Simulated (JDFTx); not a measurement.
# FGaClH in JDFTx: reference runs

Reference runs on FGaClH: the cell as given.

All numbers are computed with JDFTx 1.7.0 (patched build); they aren't measurements. Logs are shortened: lines on timing, memory, paths and dates and some standing lists are left out, and cuts for length are marked. The log counts tension as positive stress, the text compression.

**1. Starting point**

The cell holds a molecule in a box, 4 atoms: a = 12.000 Å, b = 13.000 Å, c = 11.000 Å, α = 90.00°, β = 90.00°, γ = 90.00°.

**2. Single point, PBE**

Input file GaHClF.in:

```
lattice \
   22.6767134955     0.0000000000     0.0000000000 \
    0.0000000000    24.5664396201     0.0000000000 \
    0.0000000000     0.0000000000    20.7869873709
coords-type Lattice
ion F      0.3863750000     0.5137346200     0.5376500000 1
ion Ga     0.5289583300     0.5209038500     0.5080772700 1
ion Cl     0.6157916700     0.3830192300     0.5490500000 1
ion H      0.5812750000     0.6202115400     0.4571318200 1

ion-species pseudo/F.upf
ion-species pseudo/Ga.upf
ion-species pseudo/Cl.upf
ion-species pseudo/H.upf
elec-cutoff 42 336
elec-ex-corr gga-PBE
kpoint-folding 1 1 1
elec-smearing Fermi 0.0018374661
elec-n-bands 21
electronic-SCF nIterations 100 energyDiffThreshold 1e-09
electronic-minimize nIterations 30 energyDiffThreshold 1e-7
converge-empty-states yes
forces-output-coords Cartesian

dump-name run.$VAR
dump End Ecomponents EigStats BandEigs Kpoints Forces Stress ElecDensity Dtot KEdensity
```

Potentials or basis: PseudoDojo-SR-PBE-0.5-standard with smoothed tails.

Launch:

```sh
$ jdftx -c 1 -i GaHClF.in -o GaHClF.out
```

The program printed:

```text
*************** JDFTx 1.7.0 (patched build) ***************

Input parsed successfully to the following command list (including defaults):
[... the input with its defaults ...]

---------- Setting up symmetries ----------

Found 8 point-group symmetries of the bravais lattice
Found 1 space-group symmetries with basis
Applied RMS atom displacement 0 bohrs to make symmetries exact.

---------- Initializing the Grid ----------
R =
[      22.6767            0            0  ]
[            0      24.5664            0  ]
[            0            0       20.787  ]
unit cell volume = 11580.1
G =
[   0.277077          0          0  ]
[          0   0.255763          0  ]
[          0          0   0.302265  ]
Minimum fftbox size, Smin = [  188  204  172  ]
Chosen fftbox size, S = [  192  210  180  ]

---------- Initializing tighter grid for wavefunction operations ----------
R =
[      22.6767            0            0  ]
[            0      24.5664            0  ]
[            0            0       20.787  ]
unit cell volume = 11580.1
G =
[   0.277077          0          0  ]
[          0   0.255763          0  ]
[          0          0   0.302265  ]
Minimum fftbox size, Smin = [  136  144  124  ]
Chosen fftbox size, S = [  140  144  126  ]

---------- Exchange Correlation functional ----------
Initalized PBE GGA exchange.
Initalized PBE GGA correlation.

---------- Setting up pseudopotentials ----------
Width of ionic core gaussian charges (only for fluid interactions / plotting) set to 0

Reading pseudopotential file 'pseudo/F.upf':
  'F' pseudopotential, 'PBE' functional
  Generated using ONCVPSP code by D. R. Hamann
  7 valence electrons, 2 orbitals, 5 projectors, 832 radial grid points, with lMax = 2
    2S    l: 0   occupation:  2.0   eigenvalue: -1.098789
    2P    l: 1   occupation:  5.0   eigenvalue: -0.408344
  Core radius for overlap checks: 1.56 bohrs.

Reading pseudopotential file 'pseudo/Ga.upf':
  'Ga' pseudopotential, 'PBE' functional
  Generated using ONCVPSP code by D. R. Hamann
  13 valence electrons, 3 orbitals, 6 projectors, 1001 radial grid points, with lMax = 2
    3D    l: 2   occupation: 10.0   eigenvalue: -0.703915
    4S    l: 0   occupation:  2.0   eigenvalue: -0.328859
    4P    l: 1   occupation:  1.0   eigenvalue: -0.094784
  Core radius for overlap checks: 1.84 bohrs.

Reading pseudopotential file 'pseudo/Cl.upf':
  'Cl' pseudopotential, 'PBE' functional
  Generated using ONCVPSP code by D. R. Hamann
  7 valence electrons, 2 orbitals, 6 projectors, 1001 radial grid points, with lMax = 2
    3S    l: 0   occupation:  2.0   eigenvalue: -0.760417
    3P    l: 1   occupation:  5.0   eigenvalue: -0.315867
[... 36 lines left out ...]
	FillingsUpdate:  mu: -0.137319492  nElectrons: 28.000000
LCAOMinimize: Iter:   1  F: -106.6012175231089714  |grad|_K:  2.113e-02  alpha:  1.071e-01  linmin: -2.709e-01  cgtest:  9.248e-01
LCAOMinimize: Encountered beta<0, resetting CG.
[... 22 lines of inner loops ...]
LCAOMinimize: Iter:   9  F: -106.6637876534614691  |grad|_K:  1.064e-05  alpha:  5.409e-01  linmin: -4.313e-04  cgtest:  1.455e-02
	FillingsUpdate:  mu: -0.172322760  nElectrons: 28.000000
LCAOMinimize: Iter:  10  F: -106.6637876622835108  |grad|_K:  3.247e-06  alpha:  3.530e-01  linmin:  5.883e-04  cgtest: -2.966e-03
LCAOMinimize: Converged (|Delta F|<1.000000e-06 for 2 iters).

-------- Electronic minimization -----------
Will mix electronic density at each iteration.
	FillingsUpdate:  mu: -0.172322760  nElectrons: 28.000000
	FillingsUpdate:  mu: -0.189114724  nElectrons: 28.000000
SCF: Cycle:  0   F: -106.746355982412211   dF: -8.257e-02   |Residual|: 2.352e-01   |deigs|: 1.396e-01
	FillingsUpdate:  mu: -0.174951283  nElectrons: 28.000000
SCF: Cycle:  1   F: -106.815267727246578   dF: -6.891e-02   |Residual|: 8.466e-02   |deigs|: 3.530e-02
	FillingsUpdate:  mu: -0.163675181  nElectrons: 28.000000
SCF: Cycle:  2   F: -106.826100358485746   dF: -1.083e-02   |Residual|: 3.489e-02   |deigs|: 1.898e-02
	FillingsUpdate:  mu: -0.154984678  nElectrons: 28.000000
SCF: Cycle:  3   F: -106.828395890799953   dF: -2.296e-03   |Residual|: 1.599e-02   |deigs|: 1.183e-02
	FillingsUpdate:  mu: -0.149501338  nElectrons: 28.000000
SCF: Cycle:  4   F: -106.828746468502587   dF: -3.506e-04   |Residual|: 6.969e-03   |deigs|: 6.026e-03
	FillingsUpdate:  mu: -0.145364698  nElectrons: 28.000000
SCF: Cycle:  5   F: -106.828850246517035   dF: -1.038e-04   |Residual|: 4.598e-03   |deigs|: 4.304e-03
	FillingsUpdate:  mu: -0.141313168  nElectrons: 28.000000
SCF: Cycle:  6   F: -106.828872676337710   dF: -2.243e-05   |Residual|: 2.862e-03   |deigs|: 3.547e-03
	FillingsUpdate:  mu: -0.139597764  nElectrons: 28.000000
SCF: Cycle:  7   F: -106.828880132203636   dF: -7.456e-06   |Residual|: 1.959e-03   |deigs|: 1.882e-03
[... 19 lines left out ...]
SCF: Cycle: 17   F: -106.828913890883015   dF: -1.822e-08   |Residual|: 6.775e-05   |deigs|: 2.490e-04
	FillingsUpdate:  mu: -0.138374223  nElectrons: 28.000000
SCF: Cycle: 18   F: -106.828913900074340   dF: -9.191e-09   |Residual|: 4.889e-05   |deigs|: 2.866e-04
	FillingsUpdate:  mu: -0.138386539  nElectrons: 28.000000
SCF: Cycle: 19   F: -106.828913908616926   dF: -8.543e-09   |Residual|: 2.410e-05   |deigs|: 2.132e-04
	FillingsUpdate:  mu: -0.138395015  nElectrons: 28.000000
SCF: Cycle: 20   F: -106.828913914447497   dF: -5.831e-09   |Residual|: 1.842e-05   |deigs|: 1.577e-04
	FillingsUpdate:  mu: -0.138394146  nElectrons: 28.000000
SCF: Cycle: 21   F: -106.828913919403107   dF: -4.956e-09   |Residual|: 1.592e-05   |deigs|: 7.520e-05
	FillingsUpdate:  mu: -0.138386750  nElectrons: 28.000000
SCF: Cycle: 22   F: -106.828913921946764   dF: -2.544e-09   |Residual|: 1.078e-05   |deigs|: 5.126e-05
	FillingsUpdate:  mu: -0.138381897  nElectrons: 28.000000
SCF: Cycle: 23   F: -106.828913922774021   dF: -8.273e-10   |Residual|: 8.330e-06   |deigs|: 4.783e-05
	FillingsUpdate:  mu: -0.138385953  nElectrons: 28.000000
SCF: Cycle: 24   F: -106.828913923647974   dF: -8.740e-10   |Residual|: 5.153e-06   |deigs|: 3.898e-05
SCF: Converged (|Delta E|<1.000000e-09 for 2 iters).

Setting wave functions to eigenvectors of Hamiltonian
Converging empty states (this may take a while): |deigs|: 1.127e-04

# Stress tensor in Cartesian coordinates [Eh/a0^3]:
[ -2.40443e-06  4.52138e-07  2.60246e-07  ]
[  4.52138e-07 -5.44938e-07  1.29684e-07  ]
[  2.60246e-07  1.29684e-07 -9.13694e-08  ]

# Ionic positions in lattice coordinates:
ion F   0.386375000000000   0.513734620000000   0.537650000000000 1
ion Ga   0.528958330000000   0.520903850000000   0.508077270000000 1
ion Cl   0.615791670000000   0.383019230000000   0.549050000000000 1
ion H   0.581275000000000   0.620211540000000   0.457131820000000 1

# Forces in Cartesian coordinates:
force F  -0.008142340293863  -0.000454883760345   0.001593553503657 1
force Ga   0.007573817681902   0.004391517084252  -0.002914003752983 1
force Cl   0.001391376025308  -0.002771259412933   0.000759463910441 1
force H  -0.000818160954694  -0.001166856916753   0.000552887700501 1

# Energy components:
   Eewald =       17.1549339749756022
       EH =      112.4087553578726073
     Eloc =     -262.7402011551262717
      Enl =      -38.7973800239094189
      Exc =      -31.2536054701063755
 Exc_core =       11.3427062603964508
       KE =       85.0558771322494351
-------------------------------------
     Etot =     -106.8289139236479741
       TS =        0.0000000000000001
-------------------------------------
        F =     -106.8289139236479741

IonicMinimize: Iter:   0  F: -106.828913923647974  |grad|_K:  3.727e-03
IonicMinimize: None of the convergence criteria satisfied after 0 iterations.

#--- Lowdin population analysis ---
# oxidation-state F -0.484
# oxidation-state Ga +0.988
# oxidation-state Cl -0.227
# oxidation-state H -0.109

Dumping 'run.eigStats' ...
	eMin: -1.036674 at state 0 ( [ +0.000000 +0.000000 +0.000000 ] spin 0 )
	HOMO: -0.278963 at state 0 ( [ +0.000000 +0.000000 +0.000000 ] spin 0 )
	mu  : -0.138397
	LUMO: -0.074772 at state 0 ( [ +0.000000 +0.000000 +0.000000 ] spin 0 )
	eMax: +0.038842 at state 0 ( [ +0.000000 +0.000000 +0.000000 ] spin 0 )
	HOMO-LUMO gap: +0.204191
	Optical gap  : +0.204191 at state 0 ( [ +0.000000 +0.000000 +0.000000 ] spin 0 )
Done!
[note: mu as printed may lie anywhere between the filled and the empty levels]
```

Run time: 8.4 min. Hardware: 1 thread of Arm Neoverse V2, shared host; peak memory 2.4 GiB.

Results:

| Quantity | Value |
| --- | --- |
| Free energy | -2906.9628 eV |
| Largest force | 0.474 eV/Å |
| Gap between the frontier levels | 5.56 eV |
| Loewdin charges | F -0.48; Ga +0.99; Cl -0.23; H -0.11 e |

Forces on the atoms (eV/Å):
```
F   -0.419 -0.023  0.082
Ga   0.389  0.226 -0.150
Cl   0.072 -0.143  0.039
H   -0.042 -0.060  0.028
```
